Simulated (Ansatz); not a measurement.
I need a rigid scan of one bond length of BClH₄SSi, SMILES S[SiH2]BCl. Use the Ansatz DFT code, driven from Python. Use (for the species named): r2SCAN, def2-SVP basis, multiplicity 1.

```json
{"atom": "S", "x (Å)": "-1.4323", "y (Å)": "1.5227", "z (Å)": "-0.0980"}
{"atom": "Si", "x (Å)": "0.3663", "y (Å)": "0.6062", "z (Å)": "0.4023"}
{"atom": "B", "x (Å)": "0.1591", "y (Å)": "-1.3070", "z (Å)": "0.1590"}
{"atom": "Cl", "x (Å)": "-0.1438", "y (Å)": "-1.9920", "z (Å)": "-1.4878"}
{"atom": "H", "x (Å)": "-1.4130", "y (Å)": "1.0959", "z (Å)": "-1.4542"}
{"atom": "H", "x (Å)": "0.7023", "y (Å)": "0.9193", "z (Å)": "1.8035"}
{"atom": "H", "x (Å)": "1.4672", "y (Å)": "1.1113", "z (Å)": "-0.4683"}
{"atom": "H", "x (Å)": "0.3864", "y (Å)": "-2.0134", "z (Å)": "1.0876"}
```

Script `run_scan.py`:
```python
import logging
import sys

import ansatz
import numpy as np

logging.basicConfig(stream=sys.stdout, format="[%(levelname)s] %(message)s")
log = logging.getLogger("run")
log.setLevel(logging.INFO)

bclh4ssi = (
    ansatz.Crystal.molecule()
    .atom("S", [-1.4323, 1.5227, -0.098])
    .atom("Si", [0.3663, 0.6062, 0.4023])
    .atom("B", [0.1591, -1.307, 0.159])
    .atom("Cl", [-0.1438, -1.992, -1.4878])
    .atom("H", [-1.413, 1.0959, -1.4542])
    .atom("H", [0.7023, 0.9193, 1.8035])
    .atom("H", [1.4672, 1.1113, -0.4683])
    .atom("H", [0.3864, -2.0134, 1.0876])
)

symbols = [site.symbol for site in bclh4ssi.cartesian_sites]
start = np.array([site.position_ang for site in bclh4ssi.cartesian_sites])
axis = (start[0] - start[1]) / np.linalg.norm(start[0] - start[1])
moving = [0, 4]
lengths, energies = [1.77, 1.91, 2.08, 2.29, 2.6, 3.12, 3.74, 4.58], []
for length in lengths:
    xyz = start.copy()
    xyz[moving] += (length - np.linalg.norm(start[0] - start[1])) * axis
    point = ansatz.Crystal.molecule()
    for symbol, place in zip(symbols, xyz):
        point = point.atom(symbol, place.tolist())
    calc = (
        point.calculation()
        .basis(gaussian="def2-SVP")
        .functional("r2SCAN")
        .spin("collinear")
    )
    summary = calc.run().report
    energies.append(summary["free_energy_ev"])
    log.info(f"r = {length:6.3f} A  E = {energies[-1]:.5f} eV  <S^2> = {abs(summary['mean_field']['state']['spin_squared']):.3f}")

print("energy above the lowest point (eV):", [round(e - min(energies), 3) for e in energies])
```

```console
$ python run_scan.py
[INFO] r =  1.770 A  E = -31962.81670 eV  <S^2> = 0.000
[INFO] r =  1.910 A  E = -31964.25198 eV  <S^2> = 0.000
[INFO] r =  2.080 A  E = -31964.90703 eV  <S^2> = 0.000
[INFO] r =  2.290 A  E = -31964.87804 eV  <S^2> = 0.000
[INFO] r =  2.600 A  E = -31964.19588 eV  <S^2> = 0.000
[INFO] r =  3.120 A  E = -31962.85525 eV  <S^2> = 0.000
[INFO] r =  3.740 A  E = -31961.90595 eV  <S^2> = 0.669
[INFO] r =  4.580 A  E = -31961.58403 eV  <S^2> = 0.953
energy above the lowest point (eV): [2.09, 0.655, 0.0, 0.029, 0.711, 2.052, 3.001, 3.323]
```

Reading the output:
- Total energies depend on the basis set; only differences at equal settings carry meaning.
- The rest of the molecule is held rigid at a force-field or estimated start geometry, and the basis set is modest; single-reference methods fail as a bond breaks.
- The expectation value of S² is noticeably off S(S+1) in at least one run, so that state is spin-contaminated.
- Hardware and time: 2.4 min on 1 thread of Arm Neoverse V2, with other jobs on the host, peak memory 0.31 GiB.
